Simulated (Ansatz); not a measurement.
Crystal: HPbNO4.

```
H Pb N O
1.0
     6.85877    0.00000    0.00000
     0.00000    4.22865    0.00000
    -3.39101    0.00000    7.27459
H Pb N O
2 2 2 8
Cartesian
  -0.1737 3.1715 3.6904
  3.6414 1.0572 3.5842
  1.1071 1.0572 2.0728
  2.3607 3.1715 5.2018
  -1.3602 3.1715 6.0792
  4.8280 1.0572 1.1954
  0.7313 3.1715 3.2982
  -0.1410 3.1715 6.3217
  -2.2099 3.1715 7.0227
  -1.7846 3.1715 4.8707
  2.7365 1.0572 3.9764
  3.6087 1.0572 0.9529
  5.6777 1.0572 0.2519
  5.2524 1.0572 2.4039
```

The cell was built by a generator and needn't be a form met in nature.

- Program: Ansatz 0.2.0
- Task: relaxation of cell and atoms
- Functional: BLYP
- Potentials or basis: Ansatz PAW
- Cutoff: 420 eV (not typed: the program's choice for these potentials)
- k mesh: 3 × 5 × 3
- Occupations: fermi-dirac, width 0.05 eV
- Spin: no spin polarisation

At the start: volume 15.07 Å³/atom.

Problem. Where does the relaxation end?

Solution. It ends after 17 steps and the volume is 15.75 Å³/atom (+4.5 %); space group P2_1/m (No. 11, to 0.05 Å).

The path:
| step | energy change (eV) | largest force (eV/Å) | volume (Å³) |
| --- | --- | --- | --- |
| 1 | 0.0000 | 0.3371 | 210.99 |
| 2 | -0.0048 | 0.1397 | 217.68 |
| 3 | -0.0063 | 0.0456 | 217.60 |
| 4 | -0.0069 | 0.0266 | 217.55 |
| 5 | -0.0069 | 0.0258 | 217.60 |
| 6 | -0.0066 | 0.0102 | 217.69 |
| 7 | -0.0066 | 0.0064 | 217.69 |
| 8 | -0.0411 | 0.0069 | 217.69 |
| 9 | -0.0323 | 0.0483 | 219.93 |
| 10 | -0.0327 | 0.0270 | 219.87 |
| 11 | -0.0330 | 0.0345 | 219.79 |
| 12 | -0.0326 | 0.0222 | 219.86 |
| 13 | -0.0327 | 0.0045 | 219.86 |
| 14 | -0.0433 | 0.0047 | 219.86 |
| 15 | -0.0408 | 0.0198 | 220.35 |
| 16 | -0.0404 | 0.0050 | 220.46 |
| 17 | -0.0435 | 0.0051 | 220.46 |

Final structure:
```yaml
crystal:
  lattice:
    - [6.91976, 0.00000, 0.00279]
    - [0.00000, 4.31785, 0.00000]
    - [-3.41820, 0.00000, 7.37703]
  atoms:
    - { symbol: H, position: [0.22592, 0.75000, 0.50258] }
    - { symbol: H, position: [0.77408, 0.25000, 0.49742] }
    - { symbol: Pb, position: [0.30412, 0.25000, 0.28532] }
    - { symbol: Pb, position: [0.69588, 0.75000, 0.71468] }
    - { symbol: N, position: [0.21535, 0.75000, 0.83746] }
    - { symbol: N, position: [0.78465, 0.25000, 0.16254] }
    - { symbol: O, position: [0.33147, 0.75000, 0.45098] }
    - { symbol: O, position: [0.40851, 0.75000, 0.86974] }
    - { symbol: O, position: [0.15641, 0.75000, 0.96662] }
    - { symbol: O, position: [0.07182, 0.75000, 0.67312] }
    - { symbol: O, position: [0.66853, 0.25000, 0.54902] }
    - { symbol: O, position: [0.59149, 0.25000, 0.13026] }
    - { symbol: O, position: [0.84359, 0.25000, 0.03338] }
    - { symbol: O, position: [0.92818, 0.25000, 0.32688] }
```

Caveat: the plane-wave basis is chosen anew once the cell has moved, so the energies of steps on either side of that aren't comparable; the pressure holds a Pulay correction of +0.7 GPa for the finite cutoff; the PAW data sets come from PBE, with cores solved anew for the run's functional, which leaves a small shift of forces and pressure.
